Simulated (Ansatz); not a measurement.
# CaGaAs: the cost of one run

Program: Ansatz 0.2.0. Level of theory: DFT PBE, scalar-relativistic, plane waves, PAW. These are calculated values, not measurements.

3 further runs of the same task are left out: 1 that didn't finish, 2 set aside as unsound or not needed.

**1. The structure to begin with**

The structure is hexagonal, space group P-6m2 (No. 187). Conventional cell: a = 4.481 Å, b = 4.481 Å, c = 4.086 Å, α = 90.00°, β = 90.00°, γ = 120.00°. Around Ca (site symmetry -6m2) lie 6 Ga at 3.30 Å and 6 As at 3.30 Å. Around Ga (site symmetry -6m2) lie 3 As at 2.59 Å. As (site symmetry -6m2) has 3 Ga at 2.59 Å and 6 Ca at 3.30 Å as nearest neighbours.

As a file:

```
Ca Ga As
1.0
     4.48129    0.00000    0.00000
    -2.24064    3.88091    0.00000
     0.00000    0.00000    4.08577
Ca Ga As
1 1 1
Direct
  0.00000 0.00000 0.00000
  0.66667 0.33333 0.50000
  0.33333 0.66667 0.50000
```

It is the end of an earlier relaxation with the same method, from a database cell with other species swapped in; it is a trial structure. At a tolerance of 0.05 Å it has space group P-6m2 (No. 187); it has 23.69 Å³/atom, an uncorrected energy of -0.58 eV/atom over the elements.

**2. Bands, states and charges**

input.yaml reads:

```yaml
crystal:
  lattice:
    - [4.4812860396, 3.0e-09, 0.0]
    - [-2.2406430224, 3.8809075504, 0.0]
    - [0.0, 0.0, 4.0857681368]
  atoms:
    - { symbol: Ca, position: [0.0, 0.0, 0.0] }
    - { symbol: Ga, position: [0.6666666667, 0.3333333333, 0.5] }
    - { symbol: As, position: [0.3333333333, 0.6666666667, 0.5] }
basis:
  ecutwfc: 420
kpoints:
  mp_grid: { grid: [12, 12, 12] }
  band_path:
    path:
      - [[0.0, 0.0, 0.0], [0.5, 0.0, 0.0], [0.33333333, 0.33333333, 0.0], [0.0, 0.0, 0.0], [0.0, 0.0, 0.5], [0.5, 0.0, 0.5], [0.33333333, 0.33333333, 0.5], [0.0, 0.0, 0.5]]
      - [[0.5, 0.0, 0.5], [0.5, 0.0, 0.0]]
      - [[0.33333333, 0.33333333, 0.5], [0.33333333, 0.33333333, 0.0]]
    npoints: 14
hamiltonian:
  xc: pbe
scf:
  occupations: { method: gaussian, width: 0.1 }
  n_extra_bands: 7
output:
  forces: true
  stress: true
  eigenvalues: true
  populations: true
  dos: { projected: true, de: 0.02, nscf_kmesh: { grid: [15, 15, 15] } }
  bader: true
  write_density: true
  write_potential: true
  elf: true
  volumetric_format: npy
```

On the command line:

```sh
> ansatz run input.yaml --threads 1 --pin off --max-ram 2048MiB --backend cpu --events-out ev --progress --plain --runs-dir out
```

What time and memory should one allow on 1 thread of Arm Neoverse N1, shared host?

About 2.6 min, with a peak of 0.53 GiB.
